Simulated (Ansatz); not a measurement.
Write the native input for Ansatz 0.2.0 that does the following.

| Property | Result |
| --- | --- |
| Task | band structure |
| Functional | PBEsol |
| Potentials or basis | all-electron LAPW, scalar-relativistic |
| Cutoff | 233 eV (chosen from the basis error) |
| Basis error allowed | 0.001 eV/atom |
| k mesh | 8 × 8 × 7 |
| Occupations | fermi-dirac, width 0.05 eV |
| Spin | no spin polarisation |

The system is NbTe.

```
Te Nb
1.0
     3.70297    0.00000    0.00000
    -1.85149    3.20687    0.00000
     0.00000    0.00000    3.69421
Te Nb
1 1
Direct
  0.66667 0.33333 0.00000
  0.00000 0.00000 0.50000
```

The cell comes from a database or a generator and needn't be the stable form of this composition.

One way to write it, as run:

input.yaml

```yaml
crystal:
  lattice:
    - [3.7029743866, 0.0, 0.0]
    - [-1.8514871933, 3.2068698884, 0.0]
    - [0.0, 0.0, 3.694211]
  atoms:
    - { symbol: Te, position: [0.6666666667, 0.3333333333, 0.0] }
    - { symbol: Nb, position: [0.0, 0.0, 0.5] }
kpoints:
  mp_grid: { grid: [8, 8, 7] }
  band_path:
    path:
      - [0.0, 0.0, 0.0]
      - [0.5, 0.0, 0.0]
      - [0.3333333333, 0.3333333333, 0.0]
      - [0.0, 0.0, 0.0]
      - [0.0, 0.0, 0.5]
      - [0.5, 0.0, 0.5]
      - [0.3333333333, 0.3333333333, 0.5]
      - [0.0, 0.0, 0.5]
    npoints: 8
scf:
  occupations: { method: fermi_dirac, width: 0.05 }
hamiltonian:
  xc: pbesol
  pseudopotentials: { kind: all_electron, lapw: { basis_error: 0.001 } }
output:
  forces: true
  stress: true
  eigenvalues: true
```

Potentials or basis: all-electron LAPW, scalar-relativistic.

The run is started by

```console
$ ansatz run input.yaml --threads 1 --pin off --max-ram 3072MiB --backend cpu --events-out ev --progress --plain --runs-dir out
```

Results of the run:

```json
{
 "Pressure": "-5.2 GPa",
 "Band gap along the path": "none (metal or under the smearing width)"
}
```

Caveat: spin-orbit coupling is left out, which moves the levels of the heavy elements.

Run time: 50 s on 1 thread of Intel(R) Xeon(R) Processor @ 2.50GHz (Skylake/Cascade Lake), with other jobs on the host, peak memory 0.34 GiB.
